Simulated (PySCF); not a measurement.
# TbF5 (-2): ligand-field states

Wanted: ligand-field states for TbF5 (-2).

Programs: PySCF 2.14.0, with routines of our own; each step states its level. All values are computed. Atoms count from 0.

## Step 1: The starting structure

6 atoms, charge -2, states of the metal's open shell are computed; geometry from: model geometry, bond lengths from ionic radii.

## Step 2: Ligand-field states: state-averaged CASSCF in water

What the job is given:

```
{"job": {"kind": "lf", "basis": {"metal": "x2c-TZVPall", "ligand": "x2c-SVPall"}, "nevpt": false, "solvent": "water", "roots": {"7": 7, "5": 140, "3": 113, "1": 123}}, "charge": -2, "metal": "Tb", "open_shell": "f8"}
Tb     0.000000     0.000000     0.000000
F      0.000000     0.000000     2.163000
F      0.000000     0.000000    -2.163000
F      2.163000     0.000000     0.000000
F     -1.081500     1.873213     0.000000
F     -1.081500    -1.873213     0.000000
```

Level: state-averaged CASSCF of the metal f shell, state-interaction spin-orbit coupling.

The run is started by

```
OMP_NUM_THREADS=1 python lf_run.py task.json out
```

This one command runs all jobs of the session in turn.

Log:

```text
basis functions 174, electrons 112, active (8e, 7o)
stage 1: DIIS on the effective Fock matrix, level shift 0.30
cycle   1  E = -12161.5611284739  dE = -1.216e+04  max|g| = 7.632e+00
cycle   2  E = -12110.3930560655  dE =  5.117e+01  max|g| = 1.576e+01
cycle   3  E = -11952.7162337121  dE =  1.577e+02  max|g| = 1.981e+01
cycle   4  E = -12196.4170366373  dE = -2.437e+02  max|g| = 4.264e+00
cycle   5  E = -12201.4608887238  dE = -5.044e+00  max|g| = 1.114e+00
cycle   6  E = -12202.4817020558  dE = -1.021e+00  max|g| = 2.447e-01
cycle   7  E = -12202.4915454643  dE = -9.843e-03  max|g| = 1.668e-01
cycle   8  E = -12202.5279030399  dE = -3.636e-02  max|g| = 1.422e-01
cycle   9  E = -12202.5051000655  dE =  2.280e-02  max|g| = 1.817e-01
cycle  10  E = -12202.4744312734  dE =  3.067e-02  max|g| = 2.194e-01
cycle  11  E = -12202.4396251181  dE =  3.481e-02  max|g| = 2.811e-01
cycle  12  E = -12202.4302692651  dE =  9.356e-03  max|g| = 2.802e-01
cycle  13  E = -12202.3804285978  dE =  4.984e-02  max|g| = 3.835e-01
cycle  14  E = -12202.2023692409  dE =  1.781e-01  max|g| = 5.873e-01
cycle  15  E = -12201.8275184475  dE =  3.749e-01  max|g| = 9.471e-01
stage 2: quasi-Newton rotations from the point of smallest gradient
cycle  17  E = -12202.5702343694  dE = -4.233e-02  max|g| = 7.148e-02
cycle  18  E = -12202.5722359759  dE = -2.002e-03  max|g| = 7.297e-02
cycle  19  E = -12202.5750688932  dE = -2.833e-03  max|g| = 6.243e-03
cycle  20  E = -12202.5750883650  dE = -1.947e-05  max|g| = 2.802e-03
cycle  21  E = -12202.5750954728  dE = -7.108e-06  max|g| = 4.068e-04
cycle  22  E = -12202.5750956772  dE = -2.044e-07  max|g| = 9.457e-05
cycle  23  E = -12202.5750956988  dE = -2.164e-08  max|g| = 1.565e-05
cycle  24  E = -12202.5750956997  dE = -8.567e-10  max|g| = 7.917e-06
converged average energy = -12202.5750956997

 mult deg   label        CASSCF/cm-1   NEVPT2/cm-1
   7   2   7E'                 0.0
   7   1   7A2''             146.2
   7   1   7A1''             280.5
   7   2   7E''              732.7
   7   1   7A2'             1458.2
   5   2   5E'             25401.4
   5   2   5E''            25638.0
   5   1   5A1'            25678.9
   5   2   5E'             28713.4
   5   1   5A1'            28852.7
   5   2   5E''            28907.4
   5   2   5E'             29049.9
   5   2   5E''            29200.6
   5   1   5A2''           29204.7
   5   1   5A1''           29254.1
   5   2   5E'             29418.5
   5   1   5A1'            29483.2
   5   1   5A2'            29487.3
   5   2   5E''            29545.1
   5   1   5A2''           30261.2
   5   1   5A1''           30327.6
   5   2   5E'             30406.3
   5   2   5E'             30520.5
   5   2   5E''            30690.6
   5   1   5A1'            30776.3
   5   1   5A2''           34821.7
   5   1   5A1''           34894.9
   5   2   5E'             34925.4
   5   2   5E'             35121.5
   5   2   5E''            35411.2
   5   2   5E''            35459.3
   5   1   5A2'            35542.9
   5   1   5A2''           39868.5
   5   1   5A1''           39896.7
   5   2   5E'             40008.6
   5   3   5I              40017.4
   5   2   5E''            40087.0
   5   2   5E'             40125.2
   5   1   5A2''           40263.5
   5   1   5A2'            40339.1
   5   1   5A1''           40348.0
   5   1   5A1'            40350.5
   5   2   5E'             40410.6
   5   2   5E''            40469.9
   5   1   5A2'            40553.2
   5   2   5E''            45425.7
   5   2   5E'             45498.0
   5   2   5E''            45537.4
   5   1   5A2''           45541.9
   5   1   5A1''           45622.8
   5   1   5A2'            45628.1
   5   1   5A1'            45629.9
   5   2   5E'             45704.0
   5   2   5E''            45793.9
   5   1   5A2'            45831.3
   3   2   3E''            46732.2
   3   1   3A2'            46742.1
   3   1   3A2''           47826.7
   3   2   3E'             47827.3
   3   2   3E''            47836.2

spin-orbit levels / cm-1
      0.00  x2  7E' 0.53 7A2'' 0.22 7A1'' 0.21
     85.94  x1  7E' 0.59 7E'' 0.15 7A2'' 0.12
     85.95  x1  7E' 0.59 7E'' 0.15 7A2'' 0.12
    107.63  x1  7A2'' 0.50 7A1'' 0.47
    107.64  x1  7A2'' 0.50 7A1'' 0.47
    258.14  x1  7E' 0.52 7E'' 0.29 7A2'' 0.13
    274.53  x1  7E' 0.52 7E'' 0.29 7A1'' 0.12
    494.22  x1  7E'' 0.41 7E' 0.39 7A2' 0.12
    494.24  x1  7E'' 0.41 7E' 0.39 7A2' 0.12
    710.76  x1  7E'' 0.48 7A2' 0.24 7E' 0.23
    711.48  x1  7E'' 0.48 7A2' 0.24 7E' 0.23
    810.71  x1  7E'' 0.51 7A2' 0.31 7E' 0.14
   2030.31  x2  7E' 0.44 7A2'' 0.29 7A1'' 0.25
   2305.63  x1  7E' 0.50 7E'' 0.44
   2363.08  x1  7E'' 0.38 7A2'' 0.33 7A1'' 0.23
   2363.10  x1  7E'' 0.38 7A2'' 0.33 7A1'' 0.23
   2414.02  x1  7E' 0.41 7E'' 0.36 7A2' 0.14
   2414.47  x1  7E' 0.41 7E'' 0.36 7A2' 0.14
   2527.38  x1  7A2'' 0.43 7E'' 0.33 7A2' 0.17
   2574.95  x1  7A2' 0.30 7E' 0.23 7E'' 0.23
   2575.00  x1  7A2' 0.30 7E' 0.23 7E'' 0.23
   2583.73  x1  7A1'' 0.40 7E'' 0.33 7A2' 0.18
   3539.91  x1  7E'' 0.44 7E' 0.35 7A2'' 0.10
   3539.92  x1  7E'' 0.44 7E' 0.35 7A2'' 0.10
   3576.54  x1  7E' 0.63 7A2' 0.20 7A1'' 0.07
   3615.50  x1  7E' 0.43 7E'' 0.27 7A1'' 0.10
   3615.63  x1  7E' 0.43 7E'' 0.27 7A1'' 0.10
   3796.88  x1  7E'' 0.55 7A1'' 0.21 7A2'' 0.15
   3796.92  x1  7E'' 0.55 7A1'' 0.21 7A2'' 0.15
   3808.60  x1  7A2'' 0.39 7E' 0.31 7A2' 0.25
```

Run time: 37 s. Hardware: 1 thread of Arm Neoverse V2, shared host; peak memory 0.76 GiB.

Key values:

```csv
quantity,value
spin-orbit constant ζ,1729 cm⁻¹
```

Powder susceptibility:

```csv
T (K),χT (cm³ K/mol),μ(eff)
2,7.209,7.59
5,7.424,7.71
10,7.782,7.89
20,8.488,8.24
30,9.128,8.54
50,10.039,8.96
75,10.643,9.23
100,10.958,9.36
150,11.260,9.49
200,11.403,9.55
250,11.486,9.58
300,11.540,9.61
```

Orbitals, density, ELF and potential are computed afterwards from the orbital file.

The spin density lies nearest to Tb0 99 %.

## Step 3: Ligand-field states: state-averaged CASSCF (basis x2c-QZVPall on the metal, x2c-SVPall on the rest) in water

What the job is given:

```
{"job": {"kind": "lf", "basis": {"metal": "x2c-QZVPall", "ligand": "x2c-SVPall"}, "nevpt": false, "solvent": "water", "roots": {"7": 7, "5": 140, "3": 113, "1": 123}}, "charge": -2, "metal": "Tb", "open_shell": "f8"}
Tb     0.000000     0.000000     0.000000
F      0.000000     0.000000     2.163000
F      0.000000     0.000000    -2.163000
F      2.163000     0.000000     0.000000
F     -1.081500     1.873213     0.000000
F     -1.081500    -1.873213     0.000000
```

Level: state-averaged CASSCF of the metal f shell, state-interaction spin-orbit coupling.

Log:

```text
basis functions 230, electrons 112, active (8e, 7o)
stage 1: DIIS on the effective Fock matrix, level shift 0.30
cycle   1  E = -12153.7091095960  dE = -1.215e+04  max|g| = 7.158e+00
cycle   2  E = -11954.5227202686  dE =  1.992e+02  max|g| = 1.571e+01
cycle   3  E = -11634.9022773635  dE =  3.196e+02  max|g| = 2.196e+01
cycle   4  E = -12029.4569117456  dE = -3.946e+02  max|g| = 1.954e+01
cycle   5  E = -12007.1347346538  dE =  2.232e+01  max|g| = 2.022e+01
cycle   6  E = -11991.1048440269  dE =  1.603e+01  max|g| = 1.911e+01
cycle   7  E = -11985.0409106965  dE =  6.064e+00  max|g| = 1.619e+01
cycle   8  E = -12003.7097987868  dE = -1.867e+01  max|g| = 1.582e+01
cycle   9  E = -12005.7122377175  dE = -2.002e+00  max|g| = 1.595e+01
cycle  10  E = -12044.3639711067  dE = -3.865e+01  max|g| = 1.766e+01
cycle  11  E = -12112.5197216827  dE = -6.816e+01  max|g| = 1.433e+01
...
cycle  37  E = -12202.0091467161  dE = -2.370e-01  max|g| = 6.697e-01
cycle  38  E = -12202.2674773948  dE = -2.583e-01  max|g| = 5.984e-01
cycle  40  E = -12202.5782084808  dE = -3.107e-01  max|g| = 3.330e-01
cycle  41  E = -12202.6640804986  dE = -8.587e-02  max|g| = 1.157e-01
cycle  43  E = -12202.6742401329  dE = -1.016e-02  max|g| = 4.434e-02
cycle  44  E = -12202.6751500126  dE = -9.099e-04  max|g| = 2.658e-02
cycle  45  E = -12202.6755649862  dE = -4.150e-04  max|g| = 3.535e-03
cycle  46  E = -12202.6755783455  dE = -1.336e-05  max|g| = 2.166e-03
cycle  47  E = -12202.6755824524  dE = -4.107e-06  max|g| = 1.830e-04
cycle  48  E = -12202.6755825614  dE = -1.090e-07  max|g| = 2.248e-05
cycle  49  E = -12202.6755825649  dE = -3.542e-09  max|g| = 8.322e-06
converged average energy = -12202.6755825649

 mult deg   label        CASSCF/cm-1   NEVPT2/cm-1
   7   2   7E'                 0.0
   7   1   7A2''             157.1
   7   1   7A1''             293.1
   7   2   7E''              717.6
   7   1   7A2'             1430.2
   5   2   5E'             25404.2
   5   2   5E''            25632.3
   5   1   5A1'            25672.7
   5   2   5E'             28717.5
   5   1   5A1'            28855.3
   5   2   5E''            28909.1
   5   2   5E'             29049.6
   5   2   5E''            29198.4
   5   1   5A2''           29202.2
   5   1   5A1''           29252.4
   5   2   5E'             29414.2
   5   1   5A1'            29477.2
   5   1   5A2'            29481.4
   5   2   5E''            29538.4
   5   1   5A2''           30263.1
   5   1   5A1''           30329.9
   5   2   5E'             30409.7
   5   2   5E'             30517.9
   5   2   5E''            30682.5
   5   1   5A1'            30765.4
   5   1   5A2''           34824.1
   5   1   5A1''           34897.9
   5   2   5E'             34927.4
   5   2   5E'             35120.5
   5   2   5E''            35406.5
   5   2   5E''            35455.6
   5   1   5A2'            35536.7
   5   1   5A2''           39875.2
   5   1   5A1''           39904.9
   5   2   5E'             40009.6
   5   2   5E''            40019.6
   5   1   5A1'            40020.4
   5   2   5E''            40085.5
   5   2   5E'             40123.1
   5   1   5A2''           40263.1
   5   1   5A2'            40331.2
   5   1   5A1'            40343.1
   5   1   5A1''           40348.2
   5   2   5E'             40408.1
   5   2   5E''            40462.2
   5   1   5A2'            40542.4
   5   2   5E''            45429.1
   5   2   5E'             45498.3
   5   3   5K              45538.3
   5   1   5A1''           45621.2
   5   1   5A2'            45626.4
   5   1   5A1'            45628.4
   5   2   5E'             45698.9
   5   2   5E''            45786.2
   5   1   5A2'            45822.7
   3   2   3E''            46732.1
   3   1   3A2'            46741.7
   3   1   3A2''           47830.4
   3   2   3E'             47830.9
   3   2   3E''            47839.3

spin-orbit levels / cm-1
      0.00  x2  7E' 0.54 7A2'' 0.22 7A1'' 0.21
     81.23  x1  7E' 0.59 7E'' 0.15 7A2'' 0.12
     81.24  x1  7E' 0.59 7E'' 0.15 7A2'' 0.12
    113.96  x1  7A2'' 0.50 7A1'' 0.47
    113.98  x1  7A2'' 0.50 7A1'' 0.47
    248.91  x1  7E' 0.51 7E'' 0.29 7A2'' 0.13
    265.25  x1  7E' 0.52 7E'' 0.30 7A1'' 0.12
    480.10  x1  7E'' 0.41 7E' 0.39 7A2' 0.12
    480.11  x1  7E'' 0.41 7E' 0.39 7A2' 0.12
    691.52  x1  7E'' 0.48 7A2' 0.24 7E' 0.23
    692.23  x1  7E'' 0.48 7A2' 0.24 7E' 0.23
    788.63  x1  7E'' 0.51 7A2' 0.31 7E' 0.14
   2034.94  x2  7E' 0.44 7A2'' 0.29 7A1'' 0.25
   2297.63  x1  7E' 0.50 7E'' 0.44
   2361.92  x1  7E'' 0.39 7A2'' 0.33 7A1'' 0.23
   2361.94  x1  7E'' 0.39 7A2'' 0.33 7A1'' 0.23
   2403.57  x1  7E' 0.41 7E'' 0.36 7A2' 0.14
   2404.02  x1  7E' 0.41 7E'' 0.36 7A2' 0.14
   2520.40  x1  7A2'' 0.42 7E'' 0.33 7A2' 0.17
   2563.50  x1  7A2' 0.30 7E' 0.24 7E'' 0.23
   2563.55  x1  7A2' 0.30 7E' 0.24 7E'' 0.23
   2576.65  x1  7A1'' 0.39 7E'' 0.33 7A2' 0.18
   3535.00  x1  7E'' 0.43 7E' 0.35 7A2'' 0.11
   3535.02  x1  7E'' 0.43 7E' 0.35 7A2'' 0.11
   3572.05  x1  7E' 0.63 7A2' 0.20 7A1'' 0.07
   3611.12  x1  7E' 0.43 7E'' 0.27 7A1'' 0.10
   3611.23  x1  7E' 0.43 7E'' 0.27 7A1'' 0.10
   3791.10  x1  7E'' 0.56 7A1'' 0.21 7A2'' 0.15
   3791.13  x1  7E'' 0.56 7A1'' 0.21 7A2'' 0.15
   3805.44  x1  7A2'' 0.39 7E' 0.30 7A2' 0.25
```

It took 79 s on 1 thread of Arm Neoverse V2, shared host; peak memory 0.91 GiB.

In short:

```csv
quantity,value
spin-orbit constant ζ,1732 cm⁻¹
```

Powder susceptibility:

```csv
T (K),χT (cm³ K/mol),μ(eff)
2,7.218,7.60
20,8.523,8.26
100,10.952,9.36
300,11.542,9.61
```

## Step 4: Ligand-field states: state-averaged CASSCF (avg hs) in water

What the job is given:

```
{"job": {"kind": "lf", "basis": {"metal": "x2c-TZVPall", "ligand": "x2c-SVPall"}, "nevpt": false, "solvent": "water", "roots": {"7": 7, "5": 140, "3": 113, "1": 123}, "avg": "hs"}, "charge": -2, "metal": "Tb", "open_shell": "f8"}
Tb     0.000000     0.000000     0.000000
F      0.000000     0.000000     2.163000
F      0.000000     0.000000    -2.163000
F      2.163000     0.000000     0.000000
F     -1.081500     1.873213     0.000000
F     -1.081500    -1.873213     0.000000
```

With the program's defaults for keys left out, this is: state-averaged CASSCF of the metal f shell, state-interaction spin-orbit coupling.

Log:

```text
basis functions 174, electrons 112, active (8e, 7o)
stage 1: DIIS on the effective Fock matrix, level shift 0.30
cycle   1  E = -12161.7211887074  dE = -1.216e+04  max|g| = 7.632e+00
cycle   2  E = -12109.9482441872  dE =  5.177e+01  max|g| = 1.606e+01
cycle   3  E = -11946.7097090504  dE =  1.632e+02  max|g| = 2.038e+01
cycle   4  E = -12197.1746621927  dE = -2.505e+02  max|g| = 4.161e+00
cycle   5  E = -12201.9710248536  dE = -4.796e+00  max|g| = 1.019e+00
cycle   6  E = -12202.7692654813  dE = -7.982e-01  max|g| = 2.487e-01
cycle   7  E = -12202.6634759457  dE =  1.058e-01  max|g| = 3.618e-01
cycle   8  E = -12202.8972104741  dE = -2.337e-01  max|g| = 1.285e-01
cycle   9  E = -12202.8246451314  dE =  7.257e-02  max|g| = 2.784e-01
cycle  10  E = -12202.5771043600  dE =  2.475e-01  max|g| = 5.241e-01
cycle  11  E = -12202.1233578884  dE =  4.537e-01  max|g| = 9.104e-01
cycle  12  E = -12201.4747418587  dE =  6.486e-01  max|g| = 1.189e+00
cycle  13  E = -12200.5701272761  dE =  9.046e-01  max|g| = 1.501e+00
cycle  14  E = -12199.4942106088  dE =  1.076e+00  max|g| = 1.943e+00
cycle  15  E = -12196.0266664255  dE =  3.468e+00  max|g| = 2.826e+00
stage 2: quasi-Newton rotations from the point of smallest gradient
cycle  17  E = -12202.9255734642  dE = -2.836e-02  max|g| = 1.381e-01
cycle  18  E = -12202.9326688541  dE = -7.095e-03  max|g| = 3.670e-02
cycle  19  E = -12202.9329643098  dE = -2.955e-04  max|g| = 2.303e-03
cycle  20  E = -12202.9329781002  dE = -1.379e-05  max|g| = 9.425e-04
cycle  21  E = -12202.9329797692  dE = -1.669e-06  max|g| = 3.473e-04
cycle  22  E = -12202.9329799658  dE = -1.966e-07  max|g| = 8.616e-05
cycle  23  E = -12202.9329799819  dE = -1.606e-08  max|g| = 3.771e-05
cycle  24  E = -12202.9329799859  dE = -4.062e-09  max|g| = 8.062e-06
converged average energy = -12202.9329799859

 mult deg   label        CASSCF/cm-1   NEVPT2/cm-1
   7   2   7E'                 0.0
   7   1   7A2''             137.2
   7   1   7A1''             290.6
   7   2   7E''              711.1
   7   1   7A2'             1431.5
   5   2   5E'             25756.7
   5   2   5E''            25986.4
   5   1   5A1'            26018.7
   5   2   5E'             29113.2
   5   1   5A1'            29241.0
   5   2   5E''            29295.7
   5   2   5E'             29437.9
   5   1   5L              29590.8
   5   2   5L              29591.0
   5   1   5A1''           29643.4
   5   2   5E'             29805.6
   5   1   5A1'            29869.1
   5   1   5A2'            29872.9
   5   2   5E''            29930.5
   5   1   5A2''           30676.1
   5   1   5A1''           30737.8
   5   2   5E'             30823.1
   5   2   5E'             30929.7
   5   2   5E''            31097.7
   5   1   5A1'            31180.0
   5   1   5A2''           35291.9
   5   1   5A1''           35363.5
   5   2   5E'             35395.9
   5   2   5E'             35587.0
   5   2   5E''            35873.2
   5   2   5E''            35919.5
   5   1   5A2'            36004.0
   5   1   5A2''           40409.6
   5   1   5A1''           40436.6
   5   1   5I              40544.3
   5   1   5A1'            40545.5
   5   3   5I              40546.0
   5   2   5E''            40614.0
   5   2   5E'             40652.5
   5   1   5A2''           40794.1
   5   1   5A2'            40869.3
   5   1   5A1''           40876.7
   5   1   5A1'            40880.2
   5   2   5E'             40940.5
   5   2   5E''            40998.6
   5   1   5A2'            41076.6
   5   2   5E''            46030.2
   5   2   5E'             46089.8
   5   2   5E''            46128.7
   5   1   5A2''           46134.4
   5   1   5A1''           46215.2
   5   1   5A2'            46220.9
   5   1   5A1'            46222.6
   5   2   5E'             46297.5
   5   2   5E''            46388.6
   5   1   5A2'            46426.4
   3   2   3E''            47380.4
   3   1   3A2'            47390.6
   3   2   3O              48479.0
   3   1   3O              48479.0

spin-orbit levels / cm-1
      0.00  x2  7E' 0.53 7A2'' 0.23 7A1'' 0.21
     82.91  x1  7E' 0.58 7E'' 0.15 7A2'' 0.12
     82.92  x1  7E' 0.58 7E'' 0.15 7A2'' 0.12
    107.90  x1  7A2'' 0.50 7A1'' 0.47
    107.92  x1  7A2'' 0.50 7A1'' 0.47
    250.59  x1  7E' 0.51 7E'' 0.29 7A2'' 0.13
    268.98  x1  7E' 0.51 7E'' 0.30 7A1'' 0.12
    483.49  x1  7E'' 0.41 7E' 0.38 7A2' 0.12
    483.51  x1  7E'' 0.41 7E' 0.38 7A2' 0.12
    695.07  x1  7E'' 0.48 7A2' 0.24 7E' 0.23
    695.79  x1  7E'' 0.48 7A2' 0.24 7E' 0.23
    792.06  x1  7E'' 0.51 7A2' 0.32 7E' 0.14
   2053.38  x2  7E' 0.44 7A2'' 0.29 7A1'' 0.25
   2320.07  x1  7E' 0.50 7E'' 0.45
   2377.64  x1  7E'' 0.39 7A2'' 0.34 7A1'' 0.22
   2377.67  x1  7E'' 0.39 7A2'' 0.34 7A1'' 0.22
   2426.01  x1  7E' 0.41 7E'' 0.36 7A2' 0.14
   2426.45  x1  7E' 0.41 7E'' 0.36 7A2' 0.14
   2535.60  x1  7A2'' 0.43 7E'' 0.33 7A2' 0.17
   2585.78  x1  7A2' 0.30 7E' 0.24 7E'' 0.23
   2585.83  x1  7A2' 0.30 7E' 0.24 7E'' 0.23
   2599.22  x1  7A1'' 0.39 7E'' 0.33 7A2' 0.18
   3568.80  x1  7E'' 0.43 7E' 0.36 7A2'' 0.11
   3568.81  x1  7E'' 0.43 7E' 0.36 7A2'' 0.11
   3610.60  x1  7E' 0.63 7A2' 0.20 7A1'' 0.07
   3647.29  x1  7E' 0.43 7E'' 0.27 7A1'' 0.10
   3647.42  x1  7E' 0.43 7E'' 0.27 7A1'' 0.10
   3823.60  x1  7E'' 0.56 7A1'' 0.21 7A2'' 0.15
   3823.64  x1  7E'' 0.56 7A1'' 0.21 7A2'' 0.15
   3838.74  x1  7A2'' 0.39 7E' 0.30 7A2' 0.25
```

Run time: 29 s. Hardware: 1 thread of Arm Neoverse V2, shared host; peak memory 0.78 GiB.

Key values:

```csv
quantity,value
spin-orbit constant ζ,1749 cm⁻¹
```

Powder susceptibility:

```csv
T (K),χT (cm³ K/mol),μ(eff)
2,7.215,7.60
20,8.525,8.26
100,10.975,9.37
300,11.551,9.61
```

## Step 5: The runs side by side

From the CASSCF states (cm⁻¹; the spread is that of the fitted one-electron ligand-field levels):

```csv
step,setting,ground state,next state,orbital spread,ζ,"μ(eff), 300 K"
2,as given,7E',7A2'' at 146,1283,1729,9.61
3,"basis x2c-QZVPall on the metal, x2c-SVPall on the rest",7E',7A2'' at 157,1253,1732,9.61
4,avg hs,7E',7A2'' at 137,1266,1749,9.61
```

## Step 6: What came out

```
                                                         quantity       value
   spin-orbit constant ζ (step 2, state-averaged CASSCF in water)   1729 cm⁻¹
ground multiplicity, μ(eff) at 300 K (step 2, 5 donors at 2.16 Å)  7, 9.61 μB
ground multiplicity, μ(eff) at 300 K (step 3, 5 donors at 2.16 Å)  7, 9.61 μB
ground multiplicity, μ(eff) at 300 K (step 4, 5 donors at 2.16 Å)  7, 9.61 μB
```

**Reading.** In step 2, χT goes from 7.21 at 2 K to 11.54 cm³ K/mol at 300 K, as higher levels fill or mix in.
